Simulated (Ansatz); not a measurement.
# TiH₂ (singlet): wave-function methods side by side, def2-SVP

An exercise on one series of results from a longer session: the logs are not shown, and one member is left open.

Program: Ansatz 0.2.0, Gaussian basis. Level of theory: def2-SVP, core rule «outside noble gas», up to 9 orbitals frozen. These are calculated values, not measurements.

To be run: UHF; CCSD(T) on RHF; CCSD(T) on UHF; CISD; CCSDT(Q) on RHF; CCSDT(Q) on UHF; CISDTQ; CCSDTQ on RHF; CASSCF and MRCISD+Q, 6 electrons in 8 orbitals; CASSCF and MRCISD+Q(relaxed), 6 electrons in 8 orbitals; CASSCF and NEVPT2, 6 electrons in 8 orbitals; Full CI.

12 further runs of the same task are left out: 6 for a known fault of the program, 2 that didn't finish, 4 set aside as unsound or not needed.

### The system

The geometry is a PBE0/def2-TZVP stationary point (not a proven minimum).

3 atoms, charge 0, spin multiplicity 1.

Atoms are counted from 1 here; the program's logs count them from 0.

Bond lengths: Ti1–H2 1.847 Å, Ti1–H3 1.847 Å. Angles: H2–Ti1–H3 180.0°.

The first run:

Contents of in.yaml:

```yaml
crystal:
  periodic: [false, false, false]
  atoms:
    - {symbol: Ti, position_ang: [0.000000, 0.000000, 0.000000]}
    - {symbol: H, position_ang: [0.000000, 0.000000, -1.847400]}
    - {symbol: H, position_ang: [0.000000, 0.000000, 1.847400]}
basis:
  gaussian: {orbitals: def2-SVP}
magnetization: {spin_polarized: true, initial_magnetization: 0}
hamiltonian: {xc: hf}
output: {orbitals: {seedname: orbitals}}
```

Launch:

```console
ansatz run in.yaml --threads 1 --pin off --events-out ev --progress --plain --max-ram 2393MiB
```

Among the steps run: UHF; CCSD(T) on RHF; CCSD(T) on UHF; CISD; CCSDT(Q) on RHF; CCSDT(Q) on UHF; CISDTQ; CCSDTQ on RHF; CASSCF and MRCISD+Q, 6 electrons in 8 orbitals; CASSCF and MRCISD+Q(relaxed), 6 electrons in 8 orbitals; CASSCF and NEVPT2, 6 electrons in 8 orbitals; Full CI.

One table of the session follows, with a row left open; its other results are not shown here.

```
   method  from FCI (kcal/mol)
      RHF               +63.74
     RMP2               +25.58
     CISD               +10.10
    RCCSD                    ?
 RCCSD(T)                +2.47
   RCCSDT                +0.47
   CISDTQ                +0.66
RCCSDT(Q)                +0.19
  RCCSDTQ                +0.02
      FCI                    0
```

Estimate the missing values for RCCSD.

**Answer.** from FCI (kcal/mol): +4.77. In the column «from FCI (kcal/mol)» it lies between RCCSD(T) (+2.47) and CISD (+10.10).

Left out of the table: CASSCF valence, NEVPT2 valence, MRCISD valence, MRCISD+Q valence (the active space lost an orbital or holds another state than full CI finds).

To keep in mind: The report flags that the cluster equations may have other roots. Left out of the table: UHF, UMP2, UCCSD, UCCSD(T), UCCSDT, UCCSDT(Q), MRCISD+Q(relaxed) valence (another determinant or state than the rows shown). The program flags RCCSDT(Q), RCCSDTQ as in doubt, so those rows may rest on another solution; read them beside their warnings.
